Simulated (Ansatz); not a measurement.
# C2H5BBrF: basis-set convergence

How large a basis does C2H5BBrF need? Two functionals are run in growing sets.

Computed with Ansatz 0.2.0, Gaussian basis. Level: one geometry, several basis sets.

Plan: PBE0-D4/def2-SVP; ωB97M-V/def2-SVP; PBE0-D4/def2-QZVPP; ωB97M-V/def2-QZVPP; the functionals' def2-TZVPP values are taken from earlier runs.

## Step 1: The geometry

An earlier PBE0-D4 in a triple-zeta def2 set relaxation fixed the geometry.

SMILES `CCB(F)Br`, 10 atoms, charge 0, spin multiplicity 1.

Atoms are counted from 1 here; the program's logs count them from 0.

Bond lengths: C1–C2 1.524 Å, C1–H6 1.092 Å, C1–H7 1.092 Å, C1–H8 1.092 Å, C2–B3 1.556 Å, C2–H9 1.097 Å, C2–H10 1.098 Å, B3–F4 1.317 Å, B3–Br5 1.928 Å. Angles: C2–C1–H6 111.4°, C2–C1–H7 111.4°, C2–C1–H8 111.2°, H6–C1–H7 107.2°, H6–C1–H8 107.7°, H7–C1–H8 107.7°, C1–C2–B3 115.4°, C1–C2–H9 111.1°, C1–C2–H10 111.1°, B3–C2–H9 107.4°, B3–C2–H10 107.3°, H9–C2–H10 103.7°, C2–B3–F4 122.3°, C2–B3–Br5 121.5°, F4–B3–Br5 116.2°.

## Step 2: PBE0-D4 in def2-SVP

in.yaml reads:

```yaml
crystal:
  periodic: [false, false, false]
  atoms:
    - {symbol: C, position_ang: [-1.216932, -0.359124, 0.029331]}
    - {symbol: C, position_ang: [0.294879, -0.456013, -0.137716]}
    - {symbol: B, position_ang: [1.079756, 0.863492, 0.112509]}
    - {symbol: F, position_ang: [0.480865, 1.985366, 0.453720]}
    - {symbol: Br, position_ang: [2.998484, 0.941301, -0.060446]}
    - {symbol: H, position_ang: [-1.647660, 0.369485, -0.660528]}
    - {symbol: H, position_ang: [-1.486489, -0.045452, 1.039890]}
    - {symbol: H, position_ang: [-1.698057, -1.320671, -0.159777]}
    - {symbol: H, position_ang: [0.560156, -0.810356, -1.141870]}
    - {symbol: H, position_ang: [0.717998, -1.219229, 0.527889]}
basis:
  gaussian: {orbitals: def2-SVP}
hamiltonian: {xc: pbe0, dispersion: d4}
output: {orbitals: {seedname: orbitals}}
```

Further steps of the session: ωB97M-V in def2-SVP; PBE0-D4 in def2-QZVPP; ωB97M-V in def2-QZVPP.

Before running them: what should the planned runs give, taken together? Wanted: PBE0-D4: double and triple zeta above quadruple; ωB97M-V: double and triple zeta above quadruple.

The runs gave:

| quantity | value |
| --- | --- |
| PBE0-D4: double and triple zeta above quadruple | 16.54, 1.73 eV |
| ωB97M-V: double and triple zeta above quadruple | 16.66, 1.66 eV |

In words: For PBE0-D4 the step from double to triple zeta gains 14.81 eV and the next only 1.73 eV. These are total energies; as a rule much of such shifts cancels in differences, which this series doesn't test.
